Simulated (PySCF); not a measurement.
# C₃H₈N₂OSi: magnetic properties

Computed with PySCF 2.14.0 and routines of our own; the level stands in each step. Atoms count from 0.

## 1. The system as given

15 atoms, charge 0, multiplicity 1; geometry from: GFN2-xTB.

## 2. Magnetic properties: GIAO HF/pcSseg-1

What the job is given:

```
{"job": {"kind": "mag", "xc": "HF", "basis": "pcSseg-1", "isotopologues": 2}, "charge": 0, "multiplicity": 1}
C      1.046689     1.342432     2.655808
N      0.913157     0.905750     1.494547
Si    -0.344963     0.071545     0.666908
C     -1.074271     1.381694    -0.534616
O     -2.198492     1.809324    -0.481806
N      0.542324    -0.996676    -0.339679
C     -0.039498    -1.708258    -1.453174
H      1.943993     1.901475     2.910201
H      0.324981     1.206840     3.465458
H     -1.454484    -0.488271     1.450957
H     -0.395219     1.745158    -1.335970
H      1.313983    -1.503294     0.067344
H     -0.821877    -1.093641    -1.893901
H      0.721844    -1.900409    -2.211561
H     -0.482581    -2.665679    -1.158742
```

Level: GIAO HF/pcSseg-1 magnetisability, rotational g tensor and spin-rotation constants, non-relativistic, gas phase.

On the command line:

```console
$ OMP_NUM_THREADS=1 python excited_run.py task.json out
```

The driver reads the jobs from task.json and runs them one after another.

**Question.** How long does this first job take on 1 thread of Arm Neoverse V1, shared host, and how much memory does it need?

About 12 s, with a peak of 0.71 GiB.
